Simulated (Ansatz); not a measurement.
A nudged elastic band was laid between two geometries of a periodic cell of 23 atoms, Si8O14F (host SiO2, host structure P4_2/mnm, dopant F, one O atom removed), cell charge +1.

Computed with Ansatz 0.2.0, DFT PBE, scalar-relativistic, plane waves, PAW. Settings: PAW set soft_1, cutoff 420 eV, k mesh 2x2x2, gaussian smearing 0.05 eV, no spin polarisation.

```yaml
movable_images: 3
climbing_image: yes
spring: 1.0 eV/Å²
optimiser: quadratic models (default)
start_path: straight line
force_threshold: 0.05 eV/Å
iteration_limit: 80
end_points: relaxed
```

Initial state:

```xyz
23
Lattice="-4.1797 -4.1797 0.0000 4.1797 -4.1797 0.0000 0.0000 0.0000 5.3338" Properties=species:S:1:pos:R:3
Si 0.000 -4.171 -0.005
Si 2.090 -2.081 1.318
O 1.273 -2.898 -0.005
O 0.775 -0.815 1.292
O -1.268 -5.438 -0.005
O 3.356 -3.396 1.292
Si 0.016 -4.155 2.662
Si 2.090 -2.081 4.005
O 1.276 -2.894 2.662
O 0.775 -0.815 4.031
O -1.270 -5.440 2.662
O 3.356 -3.396 4.031
Si -0.350 -0.341 -0.005
Si -2.029 -2.020 1.362
F -2.835 -2.826 -0.005
O 0.844 -4.989 1.309
O -0.818 -3.326 1.309
Si 0.044 0.053 2.662
Si -2.029 -2.020 3.961
O -2.879 -2.870 2.662
O 0.844 -4.989 4.015
O -1.242 -1.232 2.662
O -0.818 -3.326 4.015
```

Final state:

Only the atoms that move by more than 0.05 Å are listed.
```
O4 0.820 -0.778 1.298
O6 3.401 -3.359 1.298
Si7 -0.019 -4.199 2.667
O10 0.820 -0.778 4.036
O12 3.401 -3.359 4.036
Si13 0.347 0.347 0.000
Si14 -2.154 -2.154 1.367
F15 -1.348 -1.348 0.000
Si18 -0.047 -0.047 2.667
Si19 -2.154 -2.154 3.967
O20 -2.942 -2.942 2.667
O22 -1.304 -1.304 2.667
```

(1) Which bonds break or form, and what moves?

(2) Give the energies along the band, and the barrier.

(3) What is the geometry of the highest image?

The band took 23 iterations and about 11 core-minutes.

## Answers

(1) The atom that moves furthest is F15, by 2.10 Å; four of its nearest neighbours are Si14 1.78, Si19 1.78, Si13 2.40, O23 2.46 Å at the first end and Si14 1.78, Si19 1.78, Si13 2.40, O17 2.46 Å at the last.

(2) It converged. The highest image is number 2 of 0 to 4, 6.24 eV above the ends, which have the same energy within 2 meV. Neighbouring images differ by up to 4.4 eV, so the band resolves the path poorly. By the program's own check the climbing image is a first-order saddle point (lowest curvatures found: -26.06 and 2.32 eV/Å²). Limits of this set-up: coarse k mesh, no spin, though dangling bonds at a vacancy may carry it, a small cell, in which the defect meets its images, charged cell in a uniform background, uncorrected.

```tsv
image	path coordinate (Å)	energy (eV)
0	0.00	0.00
1	0.65	1.80
2	1.30	6.24
3	2.14	2.23
4	2.97	0.00
```

(3) 
```xyz
23
Lattice="-4.1797 -4.1797 0.0000 4.1797 -4.1797 0.0000 0.0000 0.0000 5.3338" Properties=species:S:1:pos:R:3
Si 0.013 -4.164 -0.025
Si 2.098 -2.077 1.342
O 1.276 -2.900 0.027
O 0.805 -0.827 1.361
O -1.269 -5.444 -0.022
O 3.348 -3.369 1.361
Si 0.012 -4.164 2.650
Si 2.079 -2.096 4.008
O 1.281 -2.894 2.652
O 0.753 -0.846 4.040
O -1.272 -5.446 2.690
O 3.330 -3.421 4.040
Si 0.170 0.175 0.067
Si -2.298 -2.296 1.491
F -2.320 -2.310 -0.101
O 0.799 -5.039 1.323
O -0.864 -3.376 1.322
Si 0.002 0.006 2.694
Si -1.834 -1.835 3.810
O -2.914 -2.911 2.868
O 0.879 -4.936 3.961
O -1.260 -1.255 2.420
O -0.762 -3.295 3.963
```

Time of the run: 11 min on 1 thread of Arm Neoverse V2, on a shared host, peak memory 0.66 GiB.
